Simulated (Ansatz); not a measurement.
# C2HF3O2: single point in a Gaussian basis, by script

Aim: a single point in a Gaussian basis, for C2HF3O2, run from a script. SMILES: O=C(O)C(F)(F)F.

All numbers are computed with Ansatz 0.2.0, driven from Python. Level of theory: PBE0/6-31G*.

## Step 1: The system

Bond lengths: O1–C2 1.281 Å, C2–O3 1.364 Å, C2–C4 1.502 Å, C4–F5 1.315 Å, C4–F6 1.419 Å, C4–F7 1.383 Å, O3–H8 1.024 Å. Angles: O1–C2–O3 118.0°, O1–C2–C4 126.3°, O3–C2–C4 115.7°, C2–O3–H8 100.2°, C2–C4–F5 118.0°, C2–C4–F6 112.0°, C2–C4–F7 111.2°, F5–C4–F6 106.0°, F5–C4–F7 105.7°, F6–C4–F7 102.5°.

The script holds or builds the structure itself.

## Step 2: The code

Contents of run_energy.py:

```python
'''Electronic structure of the C2HF3O2 molecule.'''

import argparse

import ansatz
import numpy as np
import pandas as pd
from rdkit import Chem
from rdkit.Chem import AllChem

parser = argparse.ArgumentParser(description='Electronic structure of the C2HF3O2 molecule.')
parser.add_argument('--basis-set', default='6-31G*', help='basis')
parser.add_argument('--xc', required=True, help='exchange-correlation functional')
args = parser.parse_args()


def main() -> None:
    # a force-field geometry from the SMILES
    rd = Chem.AddHs(Chem.MolFromSmiles('O=C(O)C(F)(F)F'))
    AllChem.EmbedMolecule(rd, randomSeed=333)
    AllChem.UFFOptimizeMolecule(rd)
    mol = ansatz.Crystal.molecule()
    for atom, xyz in zip(rd.GetAtoms(), rd.GetConformer().GetPositions()):
        mol = mol.atom(atom.GetSymbol(), xyz.round(5).tolist())

    calculation = (
        mol.calculation()
        .basis(gaussian=args.basis_set)
        .functional(args.xc)
        .forces()
    )
    trace = []
    result = calculation.session().plan().execute(on_event=trace.append)
    rep = result.report
    for event in trace:
        if event['event'] == 'mean_field_evaluation' and event['data']['evaluation'] <= 25:
            print('pass {evaluation:3d}  E = {energy_ev:.6f} eV  gradient {gradient_ev:.1e}'.format(**event['data']))

    print('reference energy %16.6f eV' % rep['reference_energy_ev'])
    print('total energy     %16.6f eV' % rep['free_energy_ev'])
    print('occupied (up, down):', rep['n_occupied'], ' virtual:', rep['n_virtual'], ' frozen:', rep['n_frozen'])

    symbols = [site.symbol for site in mol.cartesian_sites]
    forces = np.array(rep['forces_ev_ang'])
    print('largest force', round(float(np.linalg.norm(forces, axis=1).max()), 4), 'eV/A, rms', round(float(np.sqrt((forces ** 2).mean())), 4))

    charges = rep['charge_distribution']
    table = pd.DataFrame({'atom': symbols, 'mulliken': charges['mulliken_charges_e'], 'lowdin': charges['lowdin_charges_e']})
    print(table.round(3).to_string())
    print('dipole (e A):', np.round(charges['dipole_moment_e_ang'], 4) + 0.0)


if __name__ == '__main__':
    main()
```

## Step 3: The input behind the calls

The package turns the script's settings into the engine's input:

```yaml
crystal:
  periodic: [false, false, false]
  atoms:
    - { symbol: O, position_ang: [0.74984, 0.52953, -1.45456] }
    - { symbol: C, position_ang: [0.46742, 0.14767, -0.28733] }
    - { symbol: O, position_ang: [1.48704, -0.09885, 0.62719] }
    - { symbol: C, position_ang: [-0.95616, -0.09708, 0.0955] }
    - { symbol: F, position_ang: [-1.33372, -1.35821, -0.32511] }
    - { symbol: F, position_ang: [-1.77447, 0.84645, -0.4989] }
    - { symbol: F, position_ang: [-1.09748, -0.01412, 1.46868] }
    - { symbol: H, position_ang: [2.45753, 0.04462, 0.37454] }
basis:
  gaussian:
    orbitals: "6-31G*"
hamiltonian:
  xc: pbe0
output:
  forces: true
```

## Step 4: Running it

Launch:

```console
> python run_energy.py --xc pbe0
```

Without the output at hand: what should come out? Wanted: total energy; largest force; dipole moment.

**Answer**, as computed:

| quantity | value |
| --- | --- |
| total energy | -14319.7490 eV |
| largest force | 7.323 eV/Å |
| dipole moment | 2.32 D |

**Reading.** Forces reach 7.32 eV/Å, so the atoms aren't at rest. Caveats:
- The geometry is a force-field or estimated start, not a minimum of this method, and the basis set is short of its limit.
- The Löwdin charges here are taken after orthogonalising the functions within each atom; they differ from plain Löwdin charges, and their signs can be unphysical.
- Early passes use coarser integrals and grids, so their energies can't be compared with the last.
